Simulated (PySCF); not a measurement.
# A gas-phase reaction: AlH3O3 + H3N → AlH4NO2 + H2O

Aim: the reaction energy of `[OH][Al]([OH])[OH]` + `N` → `[NH2][Al]([OH])[OH]` + `O`.

Programs: PySCF 2.14.0. All values are calculated, for the isolated system unless a continuum is named. Atoms count from 0, parts from 1.

### 1 The system as given

Each species was relaxed by itself at PBE0-D3(BJ)/def2-SVPD.

### 2 Energies of the species: wB97M-D3(BJ)/def2-TZVPD

What the job is given:

```
{"job": {"kind": "react", "xc": "wB97M-D3(BJ)", "basis": "def2-TZVPD"}, "charge": 0, "multiplicity": 1}
-1 AlH3O3 charge 0 multiplicity 1
O      1.381960     0.419750     0.876230
Al    -0.002630    -0.007600    -0.019110
O     -1.514170     0.669420     0.380700
O      0.127280    -1.110250    -1.311040
H      2.260650     0.081410     0.704960
H     -1.650740     1.292890     1.093860
H     -0.606630    -1.394500    -1.855320

-1 H3N charge 0 multiplicity 1
N      0.004120     0.002800     0.284500
H      0.941340    -0.106970    -0.091590
H     -0.557650    -0.757980    -0.086300
H     -0.371960     0.865660    -0.097470

+1 AlH4NO2 charge 0 multiplicity 1
O     -0.055000     1.804110     0.655400
Al    -0.034730     0.142280     0.262290
O     -0.240430    -1.001020     1.519650
N      0.199210    -0.291910    -1.435090
H     -0.176980     2.141350     1.541940
H     -0.241640    -1.952780     1.435620
H      0.231480    -1.230560    -1.806550
H      0.318180     0.388610    -2.173390

+1 H2O charge 0 multiplicity 1
O     -0.003750     0.389380    -0.002230
H     -0.760970    -0.202050    -0.000540
H      0.764760    -0.187290     0.002770
```

Level: wB97M-D3(BJ)/def2-TZVPD reaction energy of separated species, gas phase.

Started as:

```console
OMP_NUM_THREADS=1 python cluster_run.py task.json out
```

One launch serves the whole session: the jobs run in the order shown.

Log:

```text
species 1 (AlH3O3)
coarse grid: 29312 points
cycle   1  E = -470.0490713561  dE =  2.234e-01  |g| = 1.141e+00  |ddm| = 2.266e+00
cycle   2  E = -470.0055085929  dE =  4.356e-02  |g| = 1.316e+00  |ddm| = 1.737e+00
cycle   3  E = -470.2875702062  dE = -2.821e-01  |g| = 4.392e-02  |ddm| = 8.865e-01
cycle   4  E = -470.2881935992  dE = -6.234e-04  |g| = 1.159e-02  |ddm| = 5.482e-02
cycle   5  E = -470.2882604261  dE = -6.683e-05  |g| = 2.137e-03  |ddm| = 2.042e-02
cycle   6  E = -470.2882641163  dE = -3.690e-06  |g| = 6.028e-04  |ddm| = 4.325e-03
final grid: 61632 points
cycle   7  E = -470.2882748180  dE = -2.947e-07  |g| = 2.677e-04  |ddm| = 2.635e-03
cycle   8  E = -470.2882748526  dE = -3.454e-08  |g| = 2.109e-04  |ddm| = 6.164e-04
cycle   9  E = -470.2882748622  dE = -9.598e-09  |g| = 7.146e-05  |ddm| = 1.516e-04
cycle  10  E = -470.2882748654  dE = -3.208e-09  |g| = 2.174e-05  |ddm| = 1.758e-04
cycle  11  E = -470.2882748657  dE = -2.606e-10  |g| = 5.355e-06  |ddm| = 4.616e-05
converged SCF energy = -470.2882748657

species 2 (H3N)
coarse grid: 12536 points
cycle   1  E = -56.5694016297  dE = -1.294e-01  |g| = 3.024e-01  |ddm| = 1.089e+00
cycle   2  E = -56.5779559086  dE = -8.554e-03  |g| = 2.716e-01  |ddm| = 2.676e-01
cycle   3  E = -56.5918779008  dE = -1.392e-02  |g| = 2.124e-02  |ddm| = 1.115e-01
cycle   4  E = -56.5919835126  dE = -1.056e-04  |g| = 5.194e-03  |ddm| = 1.729e-02
cycle   5  E = -56.5919946506  dE = -1.114e-05  |g| = 7.323e-04  |ddm| = 8.719e-03
cycle   6  E = -56.5919950658  dE = -4.152e-07  |g| = 1.111e-04  |ddm| = 3.176e-03
final grid: 27112 points
cycle   7  E = -56.5919837700  dE = -1.552e-08  |g| = 6.448e-05  |ddm| = 6.820e-04
cycle   8  E = -56.5919837720  dE = -1.998e-09  |g| = 5.248e-05  |ddm| = 2.226e-04
cycle   9  E = -56.5919837727  dE = -6.609e-10  |g| = 1.208e-05  |ddm| = 4.805e-05
converged SCF energy = -56.5919837727

species 3 (AlH4NO2)
coarse grid: 31720 points
cycle   1  E = -450.1892068209  dE =  1.950e-01  |g| = 1.013e+00  |ddm| = 2.307e+00
cycle   2  E = -450.1553994083  dE =  3.381e-02  |g| = 1.174e+00  |ddm| = 1.589e+00
cycle   3  E = -450.3846190642  dE = -2.292e-01  |g| = 5.920e-02  |ddm| = 8.020e-01
cycle   4  E = -450.3853888366  dE = -7.698e-04  |g| = 3.597e-02  |ddm| = 6.933e-02
cycle   5  E = -450.3856787237  dE = -2.899e-04  |g| = 9.899e-03  |ddm| = 2.567e-02
cycle   6  E = -450.3857086248  dE = -2.990e-05  |g| = 1.374e-03  |ddm| = 1.099e-02
cycle   7  E = -450.3857101866  dE = -1.562e-06  |g| = 5.075e-04  |ddm| = 2.687e-03
final grid: 66792 points
cycle   8  E = -450.3857158952  dE = -1.352e-07  |g| = 4.176e-04  |ddm| = 3.015e-03
cycle   9  E = -450.3857158973  dE = -2.102e-09  |g| = 4.832e-04  |ddm| = 6.678e-04
cycle  10  E = -450.3857159356  dE = -3.836e-08  |g| = 3.548e-05  |ddm| = 2.825e-04
cycle  11  E = -450.3857159368  dE = -1.137e-09  |g| = 1.633e-05  |ddm| = 1.029e-04
cycle  12  E = -450.3857159369  dE = -1.023e-10  |g| = 6.273e-06  |ddm| = 1.946e-05
converged SCF energy = -450.3857159369

species 4 (H2O)
coarse grid: 10128 points
cycle   1  E = -76.4117497226  dE = -7.454e-02  |g| = 5.872e-01  |ddm| = 8.994e-01
cycle   2  E = -76.4087418828  dE =  3.008e-03  |g| = 6.461e-01  |ddm| = 5.038e-01
cycle   3  E = -76.4759334261  dE = -6.719e-02  |g| = 2.731e-02  |ddm| = 2.374e-01
cycle   4  E = -76.4760586301  dE = -1.252e-04  |g| = 5.497e-03  |ddm| = 1.609e-02
cycle   5  E = -76.4760673070  dE = -8.677e-06  |g| = 8.214e-04  |ddm| = 5.831e-03
final grid: 21952 points
cycle   6  E = -76.4760630140  dE = -1.975e-07  |g| = 5.843e-04  |ddm| = 1.373e-03
cycle   7  E = -76.4760630209  dE = -6.837e-09  |g| = 6.466e-04  |ddm| = 6.469e-04
cycle   8  E = -76.4760630845  dE = -6.364e-08  |g| = 3.199e-05  |ddm| = 2.236e-04
cycle   9  E = -76.4760630853  dE = -8.227e-10  |g| = 4.133e-06  |ddm| = 1.105e-04
converged SCF energy = -76.4760630853

Reaction energy = 11.363 kcal/mol
```

It took 41 s on 1 thread of Arm Neoverse N1, shared host; peak memory 0.66 GiB.

Species by species (with the dispersion term, which the log's SCF energies lack):

| ν | species | energy (Eh) | HOMO (eV) |
| --- | --- | --- | --- |
| -1 | [OH][Al]([OH])[OH] | -470.29258 | -11.67 |
| -1 | N | -56.59358 | -10.26 |
| +1 | [NH2][Al]([OH])[OH] | -450.39123 | -9.92 |
| +1 | O | -76.47682 | -11.72 |

### 3 Reaction energy: PBE0-D3(BJ)/def2-TZVPD

Same as in step 2 but for these lines:

```diff
@@ -1,2 +1,2 @@
-{"job": {"kind": "react", "xc": "wB97M-D3(BJ)", "basis": "def2-TZVPD"}, "charge": 0, "multiplicity": 1}
+{"job": {"kind": "react", "xc": "PBE0", "basis": "def2-TZVPD", "disp": "d3bj"}, "charge": 0, "multiplicity": 1}
 -1 AlH3O3 charge 0 multiplicity 1
```

Method: PBE0-D3(BJ)/def2-TZVPD reaction energy of separated species, gas phase.

Log:

```text
species 1 (AlH3O3)
coarse grid: 6744 points
cycle   1  E = -469.5499217489  dE =  3.661e-01  |g| = 1.285e+00  |ddm| = 2.376e+00
cycle   2  E = -469.0250690642  dE =  5.249e-01  |g| = 2.105e+00  |ddm| = 2.472e+00
cycle   3  E = -469.8410703901  dE = -8.160e-01  |g| = 7.183e-02  |ddm| = 1.642e+00
cycle   4  E = -469.8420916527  dE = -1.021e-03  |g| = 1.519e-02  |ddm| = 6.220e-02
cycle   5  E = -469.8421351973  dE = -4.354e-05  |g| = 2.901e-03  |ddm| = 1.842e-02
cycle   6  E = -469.8421366950  dE = -1.498e-06  |g| = 7.361e-04  |ddm| = 2.477e-03
final grid: 61632 points
cycle   7  E = -469.8422650567  dE = -3.284e-05  |g| = 7.048e-03  |ddm| = 2.921e-02
cycle   8  E = -469.8422541521  dE =  1.090e-05  |g| = 1.061e-02  |ddm| = 1.042e-02
cycle   9  E = -469.8422728235  dE = -1.867e-05  |g| = 3.269e-04  |ddm| = 6.999e-03
cycle  10  E = -469.8422728406  dE = -1.709e-08  |g| = 6.461e-05  |ddm| = 2.168e-04
cycle  11  E = -469.8422728410  dE = -4.138e-10  |g| = 4.628e-05  |ddm| = 7.110e-05
cycle  12  E = -469.8422728413  dE = -3.581e-10  |g| = 8.443e-06  |ddm| = 3.304e-05
converged SCF energy = -469.8422728413

species 2 (H3N)
coarse grid: 2928 points
cycle   1  E = -56.4892960618  dE = -9.636e-02  |g| = 3.707e-01  |ddm| = 1.102e+00
cycle   2  E = -56.4628731448  dE =  2.642e-02  |g| = 5.179e-01  |ddm| = 4.437e-01
cycle   3  E = -56.5199704385  dE = -5.710e-02  |g| = 1.577e-02  |ddm| = 2.489e-01
cycle   4  E = -56.5200190261  dE = -4.859e-05  |g| = 3.353e-03  |ddm| = 8.657e-03
cycle   5  E = -56.5200211963  dE = -2.170e-06  |g| = 3.225e-04  |ddm| = 2.234e-03
final grid: 27112 points
cycle   6  E = -56.5150235873  dE = -1.165e-05  |g| = 5.585e-03  |ddm| = 1.595e-02
cycle   7  E = -56.5150181742  dE =  5.413e-06  |g| = 7.645e-03  |ddm| = 6.012e-03
cycle   8  E = -56.5150298145  dE = -1.164e-05  |g| = 1.332e-04  |ddm| = 3.444e-03
cycle   9  E = -56.5150298184  dE = -3.932e-09  |g| = 3.225e-05  |ddm| = 9.922e-05
cycle  10  E = -56.5150298187  dE = -2.804e-10  |g| = 3.571e-06  |ddm| = 2.419e-05
converged SCF energy = -56.5150298187

species 3 (AlH4NO2)
coarse grid: 7344 points
cycle   1  E = -449.7205065581  dE =  2.941e-01  |g| = 1.148e+00  |ddm| = 2.425e+00
cycle   2  E = -449.2840713924  dE =  4.364e-01  |g| = 1.892e+00  |ddm| = 2.164e+00
cycle   3  E = -449.9592516979  dE = -6.752e-01  |g| = 1.185e-01  |ddm| = 1.423e+00
cycle   4  E = -449.9606183055  dE = -1.367e-03  |g| = 8.592e-02  |ddm| = 1.182e-01
cycle   5  E = -449.9620946784  dE = -1.476e-03  |g| = 7.656e-03  |ddm| = 4.435e-02
cycle   6  E = -449.9621053563  dE = -1.068e-05  |g| = 1.727e-03  |ddm| = 8.044e-03
cycle   7  E = -449.9621058463  dE = -4.900e-07  |g| = 9.744e-04  |ddm| = 1.878e-03
final grid: 66792 points
cycle   8  E = -449.9585184968  dE = -3.047e-05  |g| = 7.998e-03  |ddm| = 3.617e-02
cycle   9  E = -449.9584998562  dE =  1.864e-05  |g| = 1.269e-02  |ddm| = 1.131e-02
cycle  10  E = -449.9585300148  dE = -3.016e-05  |g| = 3.787e-04  |ddm| = 7.532e-03
cycle  11  E = -449.9585300265  dE = -1.170e-08  |g| = 2.754e-04  |ddm| = 3.914e-04
cycle  12  E = -449.9585300406  dE = -1.405e-08  |g| = 3.018e-05  |ddm| = 1.761e-04
cycle  13  E = -449.9585300408  dE = -1.887e-10  |g| = 5.944e-06  |ddm| = 2.872e-05
converged SCF energy = -449.9585300408

species 4 (H2O)
coarse grid: 2328 points
cycle   1  E = -76.3044290444  dE = -5.307e-03  |g| = 6.571e-01  |ddm| = 9.011e-01
cycle   2  E = -76.1882066611  dE =  1.162e-01  |g| = 1.036e+00  |ddm| = 7.256e-01
cycle   3  E = -76.3820289140  dE = -1.938e-01  |g| = 3.132e-02  |ddm| = 4.396e-01
cycle   4  E = -76.3822112220  dE = -1.823e-04  |g| = 5.864e-03  |ddm| = 1.606e-02
cycle   5  E = -76.3822163612  dE = -5.139e-06  |g| = 7.850e-04  |ddm| = 2.507e-03
final grid: 21952 points
cycle   6  E = -76.3808944087  dE = -1.510e-05  |g| = 3.448e-03  |ddm| = 9.294e-03
cycle   7  E = -76.3808924422  dE =  1.966e-06  |g| = 4.753e-03  |ddm| = 3.320e-03
cycle   8  E = -76.3808961596  dE = -3.717e-06  |g| = 2.517e-04  |ddm| = 1.965e-03
cycle   9  E = -76.3808961702  dE = -1.061e-08  |g| = 2.397e-05  |ddm| = 1.100e-04
cycle  10  E = -76.3808961703  dE = -1.118e-10  |g| = 3.294e-06  |ddm| = 1.513e-05
converged SCF energy = -76.3808961703

Reaction energy = 10.961 kcal/mol
```

It took 19 s on 1 thread of Arm Neoverse N1, shared host; peak memory 0.61 GiB.

Reaction energy at this level: 10.96 kcal/mol.

### 4 Energies of the species: MP2/def2-TZVPD

Same as in step 3 but for these lines:

```diff
@@ -1,2 +1,2 @@
-{"job": {"kind": "react", "xc": "PBE0", "basis": "def2-TZVPD", "disp": "d3bj"}, "charge": 0, "multiplicity": 1}
+{"job": {"kind": "react", "xc": "MP2", "basis": "def2-TZVPD"}, "charge": 0, "multiplicity": 1}
 -1 AlH3O3 charge 0 multiplicity 1
```

Level: MP2/def2-TZVPD reaction energy of separated species, gas phase.

Log:

```text
species 1 (AlH3O3)
final grid: 61632 points
cycle   1  E = -468.4159682876  dE =  2.147e-02  |g| = 8.462e-01  |ddm| = 2.193e+00
cycle   2  E = -468.5036917268  dE = -8.772e-02  |g| = 5.443e-01  |ddm| = 9.919e-01
cycle   3  E = -468.5511527783  dE = -4.746e-02  |g| = 4.576e-02  |ddm| = 3.444e-01
cycle   4  E = -468.5519216072  dE = -7.688e-04  |g| = 9.608e-03  |ddm| = 5.796e-02
cycle   5  E = -468.5519825878  dE = -6.098e-05  |g| = 2.713e-03  |ddm| = 1.765e-02
cycle   6  E = -468.5519885721  dE = -5.984e-06  |g| = 6.904e-04  |ddm| = 5.697e-03
cycle   7  E = -468.5519889369  dE = -3.648e-07  |g| = 1.310e-04  |ddm| = 1.513e-03
cycle   8  E = -468.5519889467  dE = -9.824e-09  |g| = 4.071e-05  |ddm| = 2.235e-04
cycle   9  E = -468.5519889476  dE = -8.689e-10  |g| = 1.714e-05  |ddm| = 7.746e-05
converged SCF energy = -468.5519889476

species 2 (H3N)
final grid: 27112 points
cycle   1  E = -56.2058939330  dE = -1.621e-01  |g| = 2.298e-01  |ddm| = 1.073e+00
cycle   2  E = -56.2178841209  dE = -1.199e-02  |g| = 7.796e-02  |ddm| = 1.404e-01
cycle   3  E = -56.2190893927  dE = -1.205e-03  |g| = 2.444e-02  |ddm| = 4.020e-02
cycle   4  E = -56.2192487167  dE = -1.593e-04  |g| = 5.225e-03  |ddm| = 1.749e-02
cycle   5  E = -56.2192628473  dE = -1.413e-05  |g| = 1.112e-03  |ddm| = 7.204e-03
cycle   6  E = -56.2192640666  dE = -1.219e-06  |g| = 2.934e-04  |ddm| = 3.286e-03
cycle   7  E = -56.2192641613  dE = -9.467e-08  |g| = 4.961e-05  |ddm| = 9.839e-04
cycle   8  E = -56.2192641634  dE = -2.082e-09  |g| = 4.563e-06  |ddm| = 1.082e-04
cycle   9  E = -56.2192641634  dE = -1.432e-11  |g| = 5.841e-07  |ddm| = 2.273e-05
converged SCF energy = -56.2192641634

species 3 (AlH4NO2)
final grid: 66792 points
cycle   1  E = -448.5752897079  dE =  4.142e-02  |g| = 7.525e-01  |ddm| = 2.240e+00
cycle   2  E = -448.6504977995  dE = -7.521e-02  |g| = 4.840e-01  |ddm| = 9.475e-01
cycle   3  E = -448.6889464395  dE = -3.845e-02  |g| = 4.894e-02  |ddm| = 3.203e-01
cycle   4  E = -448.6898511389  dE = -9.047e-04  |g| = 1.196e-02  |ddm| = 6.747e-02
cycle   5  E = -448.6899200542  dE = -6.892e-05  |g| = 5.026e-03  |ddm| = 1.859e-02
cycle   6  E = -448.6899292664  dE = -9.212e-06  |g| = 1.501e-03  |ddm| = 5.181e-03
cycle   7  E = -448.6899308001  dE = -1.534e-06  |g| = 3.816e-04  |ddm| = 2.428e-03
cycle   8  E = -448.6899309006  dE = -1.005e-07  |g| = 7.765e-05  |ddm| = 6.859e-04
cycle   9  E = -448.6899309038  dE = -3.262e-09  |g| = 3.018e-05  |ddm| = 1.208e-04
cycle  10  E = -448.6899309042  dE = -3.562e-10  |g| = 1.106e-05  |ddm| = 4.486e-05
converged SCF energy = -448.6899309042

species 4 (H2O)
final grid: 21952 points
cycle   1  E = -76.0248940809  dE = -1.467e-01  |g| = 4.364e-01  |ddm| = 8.776e-01
cycle   2  E = -76.0503801599  dE = -2.549e-02  |g| = 2.594e-01  |ddm| = 2.972e-01
cycle   3  E = -76.0608893471  dE = -1.051e-02  |g| = 2.594e-02  |ddm| = 1.025e-01
cycle   4  E = -76.0610467082  dE = -1.574e-04  |g| = 5.694e-03  |ddm| = 1.523e-02
cycle   5  E = -76.0610610764  dE = -1.437e-05  |g| = 1.176e-03  |ddm| = 5.302e-03
cycle   6  E = -76.0610619661  dE = -8.898e-07  |g| = 2.235e-04  |ddm| = 1.658e-03
cycle   7  E = -76.0610620028  dE = -3.671e-08  |g| = 3.304e-05  |ddm| = 3.733e-04
cycle   8  E = -76.0610620035  dE = -6.658e-10  |g| = 4.159e-06  |ddm| = 3.886e-05
converged SCF energy = -76.0610620035

Reaction energy = 11.810 kcal/mol
```

It took 8.7 s on 1 thread of Arm Neoverse N1, shared host; peak memory 0.45 GiB.

Reaction energy at this level: 11.81 kcal/mol.

### 5 Comparing the runs

Energies in kcal/mol, with wall time:

| run | reaction | time |
| --- | --- | --- |
| wB97M-D3(BJ)/def2-TZVPD | 11.36 | 41 s |
| PBE0-D3(BJ)/def2-TZVPD | 10.96 | 19 s |
| MP2/def2-TZVPD | 11.81 | 8.7 s |

### 6 What came out

| quantity | value |
| --- | --- |
| reaction energy (wB97M-D3(BJ)/def2-TZVPD) | 11.36 kcal/mol |
| ΔH, ΔG at 298 K (xTB thermal terms) | +10.1, +8.3 kcal/mol |
| range of the reaction energy over the runs of this table | 10.96 to 11.81 kcal/mol |

In words: The reaction is endothermic by 10.1 kcal/mol in the gas phase; dispersion gives -0.23, and xTB itself gave 19.15 for the electronic energy (xTB energies and thermal terms come from the earlier relaxation of each species, not shown). No barrier was sought. The reaction energy runs from 10.96 (PBE0-D3(BJ)/def2-TZVPD) to 11.81 kcal/mol (MP2/def2-TZVPD).
